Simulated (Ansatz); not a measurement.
WC, space group Fm-3m: cell relaxations under several functionals, run with the Ansatz DFT code, driven from Python.

Contents of `wc.xyz`:
```text
2
Lattice="0.0 2.192684 2.192684 2.192684 0.0 2.192684 2.192684 2.192684 0.0" Properties=species:S:1:pos:R:3 pbc="T T T"
W     0.00000000    0.00000000    0.00000000
C     2.19268400    2.19268400    2.19268400
```

The script, `lattice.py`:
```python
# -*- coding: utf-8 -*-
'''How the lattice of WC depends on the functional.'''

import ansatz as az
import numpy as np

def edges_and_angles(cell):
    cell = np.asarray(cell)
    a, b, c = np.linalg.norm(cell, axis=1)
    cosines = cell[1] @ cell[2] / (b * c), cell[0] @ cell[2] / (a * c), cell[0] @ cell[1] / (a * b)
    return (a, b, c, *np.degrees(np.arccos(cosines)))

system = az.Crystal.from_extxyz('wc.xyz')

calc = system.calculation()
calc = calc.basis(260, density_ratio=4).scf(max_iterations=80, self_checks='high')
calc = calc.occupations('fermi_dirac', width=20 * az.meV)
calc = calc.accuracy('low')
calc = calc.kpoints(mesh=(11, 11, 11), center='gamma').relax(cell=True, force_tolerance=0.001)

levels = [('blyp', 'd3bj'), ('pbesol', 'none'), ('pbesol', 'd3bj')]
print('level            a       b       c    alpha   beta  gamma  V/atom  steps')
for name, dispersion in levels:
    seen = []
    run = calc.functional(name, dispersion=dispersion).session().plan()
    outcome = run.execute(on_event=lambda e: seen.append(e) if e['event'] == 'relax_step' else None)
    cell = outcome.lattice.cell_ang
    label = name if dispersion == 'none' else f'{name}+{dispersion}'
    print('{:13s} {:7.4f} {:7.4f} {:7.4f} {:6.2f} {:6.2f} {:6.2f}'.format(label, *edges_and_angles(cell)), f'{abs(np.linalg.det(cell)) / len(outcome.lattice.sites):7.3f} {len(seen):5d}')
```

Rank the levels of theory by the volume of the relaxed cell.

From smallest to largest: PBEsol+D3BJ (10.02 Å³ an atom, -4.9 % against the start), PBEsol (10.21 Å³ an atom, -3.2 % against the start) and BLYP+D3BJ (10.32 Å³ an atom, -2.1 % against the start). The spread is 3.0 % in volume.

What the script printed:

```console
$ python lattice.py
level            a       b       c    alpha   beta  gamma  V/atom  steps
DeckWarning: basis.ecutwfc = 260 eV is below the records' recommended 420 eV, and the density's cutoff is lower with it unless basis.ecutrho_ratio is high enough to keep the records' density cutoff: compare with a run at a higher cutoff
DeckWarning: basis.ecutrho_ratio = 4 (ecutrho = 1040 eV) is below the records' recommended 1680 eV
blyp+d3bj      3.0790  3.0790  3.0790  60.00  60.00  60.00  10.320    13
pbesol         3.0677  3.0677  3.0677  60.00  60.00  60.00  10.207    13
pbesol+d3bj    3.0492  3.0492  3.0492  60.00  60.00  60.00  10.023    13
```
(Warnings from the package without file and line.)

These settings explore the input space; cutoff and mesh may be short of convergence. The cutoff lies under the one recommended for these potentials. The run is spin-unpolarised. Forces vanish by symmetry, so the ions can't move, and the end may be a saddle. BLYP and dispersion corrections can be off by several per cent in the lattices of metals, and by several GPa in the pressure at a fixed cell. The mesh is modest for a metal, so energies can be off by several to tens of meV an atom and pressures by half a GPa or more; differences at equal mesh fare better. Edges and angles are those of the cell as typed, here a primitive one, not of the conventional cell. Spin-orbit coupling, which matters for elements this heavy, is left out. This cell is a computed structure, which may not be the phase found in nature. Timing: 32 s on 1 thread of Arm Neoverse V1 (shared host), peak memory 0.37 GiB.

(A comment or docstring line of the script was reworded after the run, the code is as it ran; lines on the test bed's own set-up are left out of the output.)
